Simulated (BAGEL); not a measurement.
# CH3BrSi (SMILES C[Si]Br): HF/6-31G(d) (density fitting with qzvpp-jkfit, spherical functions)

What is the energy change on altering one bond length of CH3BrSi at HF/6-31G* (density fitting with qzvpp-jkfit, spherical functions)? 

Program for the calculation: BAGEL 1.2.2.

3 further runs of the same task are left out: 2 that didn't finish, 1 set aside as unsound or not needed. Runs told in other sessions of the task aren't counted.

## 1. The structure to begin with

CH3BrSi has 6 atoms, charge 0, and is taken as a singlet. SMILES: `C[Si]Br`. The shape is that of a PBE0-D4/def2-TZVP optimisation.

Bond lengths: C1–Si2 1.888 Å, Si2–Br3 2.264 Å, C1–H4 1.096 Å, C1–H5 1.093 Å, C1–H6 1.095 Å. Angles: C1–Si2–Br3 98.3°, Si2–C1–H4 110.1°, Si2–C1–H5 111.1°, Si2–C1–H6 110.6°, H4–C1–H5 108.9°, H4–C1–H6 106.8°, H5–C1–H6 109.1°.

## 2. The energy at HF/6-31G(d) (density fitting with qzvpp-jkfit, spherical functions)

input.json

```json
{ "bagel" : [

{
  "title" : "molecule",
  "basis" : "6-31gs.json",
  "df_basis" : "qzvpp-jkfit",
  "angstrom" : true,
  "geometry" : [
    { "atom" : "C", "xyz" : [   -0.433600,    0.379100,   -0.206800 ] },
    { "atom" : "Si", "xyz" : [    0.012600,   -0.760500,    1.231000 ] },
    { "atom" : "Br", "xyz" : [    1.998300,   -1.515000,    0.446600 ] },
    { "atom" : "H", "xyz" : [    0.332000,    1.154200,   -0.325800 ] },
    { "atom" : "H", "xyz" : [   -1.402000,    0.859000,   -0.043400 ] },
    { "atom" : "H", "xyz" : [   -0.465200,   -0.180900,   -1.147800 ] }
  ]
},
{
  "title" : "hf"
},
{
  "title" : "print",
  "file" : "orbitals.molden",
  "orbitals" : true
}

]}
```

The basis set 6-31G* is read from a file made from the Basis Set Exchange's data (not shown).

Launch:

```sh
$ BAGEL_NUM_THREADS=1 BAGEL input.json > input.out
```

The log of the run:

```text
* using 1 threads per process

  ===============================================================
  ===============================================================

  *** Geometry ***

  { "atom" : "C", "xyz" : [     -0.819385,      0.716395,     -0.390795 ] },
  { "atom" : "Si", "xyz" : [      0.023811,     -1.437137,      2.326253 ] },
  { "atom" : "Br", "xyz" : [      3.776240,     -2.862935,      0.843952 ] },
  { "atom" : "H", "xyz" : [      0.627389,      2.181122,     -0.615673 ] },
  { "atom" : "H", "xyz" : [     -2.649396,      1.623275,     -0.082014 ] },
  { "atom" : "H", "xyz" : [     -0.879101,     -0.341851,     -2.169028 ] },

  Number of auxiliary basis functions:      523

  Since a DF basis is specified, we compute 2- and 3-index integrals:
    o Being stored without compression. Storage requirement is 0.021 GB

  Number of basis functions:       70
  Number of electrons      :       58

    * METHOD: MOLECULE                             0.24

  *** RHF ***

  === Nuclear Repulsion ===
   207.7225896496

      * DIIS with orbital gradients will be used.

  === RHF iteration (6-31gs.json) ===
      0      -2900.54988489          0.01217054           0.06
      1      -2900.62468628          0.00564821           0.06
      2      -2900.63857014          0.00115116           0.06
      3      -2900.63980757          0.00027787           0.06
      4      -2900.63989140          0.00008950           0.06
      5      -2900.63990580          0.00002530           0.06
      6      -2900.63990675          0.00000835           0.06
      7      -2900.63990684          0.00000316           0.06
      8      -2900.63990685          0.00000081           0.07
      9      -2900.63990685          0.00000025           0.06
     10      -2900.63990685          0.00000008           0.06
     11      -2900.63990685          0.00000002           0.06
     12      -2900.63990685          0.00000001           0.07
     13      -2900.63990685          0.00000000           0.07
    * SCF iteration converged.

    * Permanent dipole moment:
           (    0.761911,    -0.580816,     0.184281) a.u.

    * METHOD: HF                                   1.09

    * METHOD: PRINT                                0.01

  ===============================================================
```

Run time: 1.5 s. Hardware: 1 thread of Arm Neoverse V2, shared host; peak memory 0.11 GiB.

## 3. The distorted shape

hf.json

```json
{ "bagel" : [

{
  "title" : "molecule",
  "basis" : "6-31gs.json",
  "df_basis" : "qzvpp-jkfit",
  "angstrom" : "true",
  "geometry" : [
    { "atom" : "C", "xyz" : [       0.341097,      -0.004809,      -0.337516 ] },
    { "atom" : "Si", "xyz" : [       0.787297,      -1.144409,       1.100284 ] },
    { "atom" : "Br", "xyz" : [       2.772997,      -1.898909,       0.315884 ] },
    { "atom" : "H", "xyz" : [       1.106697,       0.770291,      -0.456516 ] },
    { "atom" : "H", "xyz" : [      -1.402000,       0.859000,      -0.043400 ] },
    { "atom" : "H", "xyz" : [       0.309497,      -0.564809,      -1.278516 ] }
  ]
},

{ "title" : "hf" },

{ "title" : "print", "file" : "orbitals.molden", "orbitals" : "true" }

]}
```

The basis set 6-31G* is read from a file made from the Basis Set Exchange's data (not shown).

Launch:

```sh
$ BAGEL_NUM_THREADS=1 BAGEL hf.json > hf.out
```

The log of the run:

```text
* using 1 threads per process

  ===============================================================
  ===============================================================

  *** Geometry ***

  { "atom" : "C", "xyz" : [      0.644580,     -0.009088,     -0.637813 ] },
  { "atom" : "Si", "xyz" : [      1.487776,     -2.162620,      2.079235 ] },
  { "atom" : "Br", "xyz" : [      5.240205,     -3.588418,      0.596934 ] },
  { "atom" : "H", "xyz" : [      2.091354,      1.455639,     -0.862690 ] },
  { "atom" : "H", "xyz" : [     -2.649396,      1.623275,     -0.082014 ] },
  { "atom" : "H", "xyz" : [      0.584865,     -1.067334,     -2.416045 ] },

  Number of auxiliary basis functions:      523

  Since a DF basis is specified, we compute 2- and 3-index integrals:
    o Being stored without compression. Storage requirement is 0.021 GB

  Number of basis functions:       70
  Number of electrons      :       58

    * METHOD: MOLECULE                             0.25

  *** RHF ***

  === Nuclear Repulsion ===
   204.8759463564

      * DIIS with orbital gradients will be used.

  === RHF iteration (6-31gs.json) ===
      0      -2900.40303108          0.01191925           0.07
      1      -2900.47484579          0.00670377           0.07
      2      -2900.49426934          0.00133486           0.07
      3      -2900.49602331          0.00037101           0.06
      4      -2900.49614836          0.00011750           0.07
      5      -2900.49616588          0.00005188           0.07
      6      -2900.49616967          0.00002250           0.07
      7      -2900.49617065          0.00000738           0.06
      8      -2900.49617074          0.00000302           0.06
      9      -2900.49617075          0.00000111           0.07
     10      -2900.49617075          0.00000040           0.06
     11      -2900.49617075          0.00000014           0.06
     12      -2900.49617075          0.00000006           0.06
     13      -2900.49617075          0.00000002           0.06
     14      -2900.49617075          0.00000001           0.06
    * SCF iteration converged.

    * Permanent dipole moment:
           (    0.307648,    -0.325563,     0.213348) a.u.

    * METHOD: HF                                   1.18

    * METHOD: PRINT                                0.01

  ===============================================================
```

Wall time 1.6 s (1 thread of Arm Neoverse V2, shared host); peak memory 0.12 GiB.

## 4. What came out

At HF/6-31G* (density fitting with qzvpp-jkfit, spherical functions):

| quantity | value |
| --- | --- |
| first shape: total energy | -2900.63991 Eh |
| first shape: dipole moment | 2.48 D |
| first shape: HOMO energy | -9.10 eV |
| first shape: LUMO energy | 0.46 eV |
| first shape: HOMO–LUMO gap | 9.55 eV |
| distorted shape: total energy | -2900.49617 Eh |
| distorted shape: dipole moment | 1.26 D |
| distorted shape: HOMO energy | -9.35 eV |
| distorted shape: LUMO energy | 0.29 eV |
| distorted shape: HOMO–LUMO gap | 9.64 eV |
| energy change with the C1–H5 bond stretched from 1.093 to 1.968 Å | 3.911 eV |

**Reading.** One bond (distorted shape) is far stretched, which a spin-restricted single reference describes badly; a broken-symmetry solution may lie lower. With the C1–H5 bond stretched from 1.093 to 1.968 Å the energy rises by 3.91 eV (377 kJ/mol). The first shape isn't relaxed at this level, so the change isn't measured from a minimum. A restricted reference can't describe the breaking bond well at this length.
